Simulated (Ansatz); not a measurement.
**GeH₂OS (SMILES [OH][Ge][SH]): functionals against CCSD(T) at one geometry**

The task here is to estimate one member of a computed series from the others.

Program: Ansatz 0.2.0, Gaussian basis. Level of theory: single points in def2-TZVPP. These are calculated values, not measurements.

Cores are frozen in the correlated methods. Filled d shells of the heavier atoms are correlated.

### Where the work starts

SMILES `[OH][Ge][SH]`, 5 atoms, charge 0, spin multiplicity 1.

Atoms are counted from 1 here; the program's logs count them from 0.

Bond lengths: O1–Ge2 1.719 Å, O1–H4 1.008 Å, Ge2–S3 2.249 Å, S3–H5 1.400 Å. Angles: Ge2–O1–H4 126.2°, O1–Ge2–S3 99.5°, Ge2–S3–H5 96.4°.

As a file:

| atom | x (Å) | y (Å) | z (Å) |
| --- | --- | --- | --- |
| O1 | -1.3484 | -0.9385 | 0.4051 |
| Ge2 | -0.8877 | 0.6791 | 0.0494 |
| S3 | 1.2939 | 0.3550 | -0.3888 |
| H4 | -0.7419 | -1.7440 | 0.4076 |
| H5 | 1.6209 | 1.7055 | -0.5633 |

The first run:

File run/in.yaml:

```yaml
crystal:
  periodic: [false, false, false]
  atoms:
    - {symbol: O, position_ang: [-1.348400, -0.938500, 0.405100]}
    - {symbol: Ge, position_ang: [-0.887700, 0.679100, 0.049400]}
    - {symbol: S, position_ang: [1.293900, 0.355000, -0.388800]}
    - {symbol: H, position_ang: [-0.741900, -1.744000, 0.407600]}
    - {symbol: H, position_ang: [1.620900, 1.705500, -0.563300]}
basis:
  gaussian: {orbitals: def2-TZVPP}
correlation: {method: ccsd_t}
output: {forces: true}
```

The command line of these runs was not kept.

Among the steps run: CCSD(T)/def2-TZVPP; PBE0-D4/def2-TZVPP; wB97M-V/def2-TZVPP; r2SCAN-D4/def2-TZVPP; PBE-D4/def2-TZVPP; BHLYP-D4/def2-TZVPP; B97M-V/def2-TZVPP.

One table of the session follows, with a row left open; its other results are not shown here.

| method | RMS force component (eV/Å) | angle to CCSD(T) forces (°) | dipole (D) |
| --- | --- | --- | --- |
| CCSD(T) | 1.238 | reference | 0.34 |
| PBE0-D4 | 1.245 | 2.4 | 0.34 |
| wB97M-V | 1.259 | 2.1 | 0.30 |
| r2SCAN-D4 | 1.202 | 2.1 | 0.35 |
| PBE-D4 | ? | ? | ? |
| BHLYP-D4 | 1.366 | 8.8 | 0.40 |
| B97M-V | 1.255 | 2.7 | 0.31 |

Estimate the missing values for PBE-D4.

The run gave: RMS force component (eV/Å): 1.228; angle to CCSD(T) forces (°): 13.0; dipole (D): 0.31. In the column «RMS force component (eV/Å)» it lies between r2SCAN-D4 (1.202) and CCSD(T) (1.238).
